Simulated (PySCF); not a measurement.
**PtNBr: relaxation and vibrations of the singlet**

Aim: relax PtNBr as a singlet from a bent start, check by its vibrations whether the end is a minimum, and collect its spectrum and constants.

Program: PySCF 2.14.0. Level of theory: PBE0, basis Pt def2-TZVP with ECP60, N def2-TZVP, Br def2-TZVP, scalar-relativistic core potentials, no spin–orbit coupling, density fitting. These are calculated values, not measurements.

### Step 1. Where the work starts

3 atoms, charge 0, spin multiplicity 1.

Bond lengths: Pt1–N2 1.720 Å, Pt1–Br3 2.370 Å. Angles: N2–Pt1–Br3 110.0°.

```xyz
3
charge 0 multiplicity 1
Pt   -0.4637    0.0000   -0.4206
N    -1.8726    0.0000    0.5660
Br    1.4777    0.0000    0.9388
```

### Step 2. Bent start, singlet: relaxation

One driver script runs all steps and calls PySCF; scf.py shows how it sets up the SCF of each step. The optimiser is the driver's own. Before each start the driver seeks the lowest SCF state from one or more starting densities and follows internal instabilities, so scf.py alone need not reach the same state.

The program finds Cs symmetry in the start, which this walk keeps. Threshold on the gradient: 0.0003 Eh/bohr, with a further test on the energy change.

scf.py reads:

```python
from pyscf import gto, scf, dft
mol = gto.M(atom='''
Pt    -0.463666     0.000000    -0.420642
N     -1.872566     0.000000     0.565958
Br     1.477734     0.000000     0.938758''',
    basis={'Pt': 'def2-TZVP', 'N': 'def2-TZVP', 'Br': 'def2-TZVP'},
    ecp={'Pt': 'def2-TZVP'},
    charge=0, spin=0)
mf = dft.RKS(mol, xc='PBE0')
mf.grids.atom_grid = (50, 194)
aux = {'Pt': 'def2-universal-JKFIT', 'N': 'def2-universal-JKFIT', 'Br': 'def2-universal-JKFIT'}
mf = mf.density_fit(auxbasis=aux)
mf.kernel()
```

After this run come: Vibrations and properties at this point.

**Question.** What will these runs give? Wanted: minimum; geometry; wavenumbers; dipole moment; highest occupied, lowest empty level; polar-tensor charge of Pt1; zero-point energy; atomisation energy.

As calculated:

| quantity | value |
| --- | --- |
| minimum | singlet, C∞v |
| geometry | Pt–Br 2.329 Å, Pt–N 1.671 Å; Br–Pt–N 180.0° |
| wavenumbers (cm⁻¹) | 56 (π), 280 (σ+), 1085 (σ+) |
| dipole moment | 0.19 D |
| highest occupied, lowest empty level | -7.93, -4.62 eV |
| polar-tensor charge of Pt1 | +0.57 e |
| zero-point energy | 8.8 kJ/mol |
| entropy at 298.15 K | 303.1 J/(mol K) |
| atomisation energy (no zero-point energy) | 621 kJ/mol |

In words: From Cs at the start the molecule goes to a C∞v minimum. The strongest infrared band lies at 280 cm⁻¹ (σ+, stretch). Only this shape and spin were tried, so other structures or states may lie lower. Take wavenumbers under 90 cm⁻¹ as rough. Spin–orbit coupling, left out here, can matter for elements this heavy.
